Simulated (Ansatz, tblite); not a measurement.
# Nb2(F)10: one state, many levels

Aim: run the singlet of Nb2(F)10 at one geometry on many levels, and compare frontier levels, spin and run time.

Computed with Ansatz 0.2.0, Gaussian basis. Level: as each input shows.

The runs, in order: GFN1-xTB, GFN2-xTB, PBE-D4/def2-TZVP, r2SCAN-D4/def2-TZVP, B3LYP-D4/def2-TZVP, LDA/def2-TZVP, PBE-D4/def2-SVP, PBE0-D4/def2-SVP, MP2/def2-SVP, RPA/def2-SVP.

3 further runs of the same task are left out: 1 that didn't finish, 2 set aside as unsound or not needed. Runs told in other sessions of the task aren't counted.

**1. The structure**

The geometry is that of the singlet, from an earlier relaxation (PBE-D4/def2-SVP).

12 atoms, charge 0, spin multiplicity 1.

Bond lengths: Nb1–F2 1.871 Å, Nb1–F3 1.844 Å, Nb1–F4 1.871 Å, Nb1–F5 1.843 Å, Nb1–F6 2.108 Å, Nb1–F12 2.107 Å, F6–Nb7 2.107 Å, Nb7–F8 1.871 Å, Nb7–F9 1.844 Å, Nb7–F10 1.871 Å, Nb7–F11 1.843 Å, Nb7–F12 2.108 Å. Angles: F2–Nb1–F3 94.5°, F2–Nb1–F4 165.4°, F2–Nb1–F5 94.5°, F2–Nb1–F6 84.0°, F2–Nb1–F12 84.0°, F3–Nb1–F4 94.5°, F3–Nb1–F5 103.9°, F3–Nb1–F6 92.8°, F3–Nb1–F12 163.2°, F4–Nb1–F5 94.5°, F4–Nb1–F6 84.0°, F4–Nb1–F12 84.0°, F5–Nb1–F6 163.2°, F5–Nb1–F12 92.9°, F6–Nb1–F12 70.4°, Nb1–F6–Nb7 109.6°, F6–Nb7–F8 84.0°, F6–Nb7–F9 163.2° and more.

Nb takes a core potential in the def2 sets. No spin-orbit coupling is included.

PBE0-D4/def2-TZVP was run before; its log isn't repeated, and its numbers join the tables.

**2. GFN1-xTB**

Tight binding, by tblite at 300 K electronic temperature and without a spin-polarisation term:

```python
tblite.interface.Calculator('GFN1-xTB', numbers, positions, charge=0, uhf=0).singlepoint()
```

Energy -1514.5434 eV, HOMO -13.37 eV, LUMO -10.32 eV; 0.024 s.

**3. GFN2-xTB**

Tight binding, by tblite at 300 K electronic temperature and without a spin-polarisation term:

```python
tblite.interface.Calculator('GFN2-xTB', numbers, positions, charge=0, uhf=0).singlepoint()
```

Energy -1401.5799 eV, HOMO -15.42 eV, LUMO -12.17 eV; 0.024 s.

**4. PBE-D4/def2-TZVP**

start.molden holds the orbitals of an earlier run on this state, given as this run's starting guess.

Contents of in.yaml:

```yaml
crystal:
  periodic: [false, false, false]
  atoms:
    - {symbol: Nb, position_ang: [-0.252821, -1.388839, 0.987428]}
    - {symbol: F, position_ang: [-1.378366, -0.223144, 1.923069]}
    - {symbol: F, position_ang: [-1.533009, -2.701229, 0.794044]}
    - {symbol: F, position_ang: [0.942006, -2.170491, -0.221907]}
    - {symbol: F, position_ang: [0.693128, -1.908056, 2.482095]}
    - {symbol: F, position_ang: [-0.930701, -0.331646, -0.705715]}
    - {symbol: Nb, position_ang: [0.252816, 1.388852, -0.987446]}
    - {symbol: F, position_ang: [1.378369, 0.223069, -1.922955]}
    - {symbol: F, position_ang: [1.532988, 2.701236, -0.793980]}
    - {symbol: F, position_ang: [-0.942096, 2.170442, 0.221847]}
    - {symbol: F, position_ang: [-0.692976, 1.908123, -2.482197]}
    - {symbol: F, position_ang: [0.930652, 0.331673, 0.705717]}
basis:
  gaussian: {orbitals: def2-TZVP, initial_orbitals: start.molden}
hamiltonian: {xc: pbe, dispersion: d4}
scf: {omitted_lower_state_checks: [starts]}
output: {forces: true, orbitals: {seedname: orbitals}}
```

Started as:

```bash
ansatz run in.yaml --threads 4 --pin off --events-out ev --progress --plain --max-ram 6963MiB
```

After this run come: r2SCAN-D4/def2-TZVP; B3LYP-D4/def2-TZVP; LDA/def2-TZVP; PBE-D4/def2-SVP; PBE0-D4/def2-SVP; MP2/def2-SVP; RPA/def2-SVP.

Q: Predict the results of all the runs planned. Wanted: gap in def2-TZVP, named functionals, smallest and largest; correlation energy, MP2/def2-SVP; binding an atom, functionals in def2-TZVP; PBE0 total energy, smallest basis above largest.

**Answer**, as computed:

| quantity | value |
| --- | --- |
| gap in def2-TZVP, named functionals, smallest and largest | 5.34 eV (PBE-D4), 8.08 eV (PBE0-D4) |
| correlation energy, MP2/def2-SVP | -69.39 eV |
| binding an atom, functionals in def2-TZVP | 4.85 (PBE0-D4) to 6.00 eV (LDA) |
| PBE0 total energy, smallest basis above largest | 33.60 eV (def2-SVP, def2-TZVP) |

**Reading.** Orbital gaps of the named functionals in def2-TZVP span 5.34 eV (PBE-D4) to 8.08 eV (PBE0-D4); exact exchange widens it.
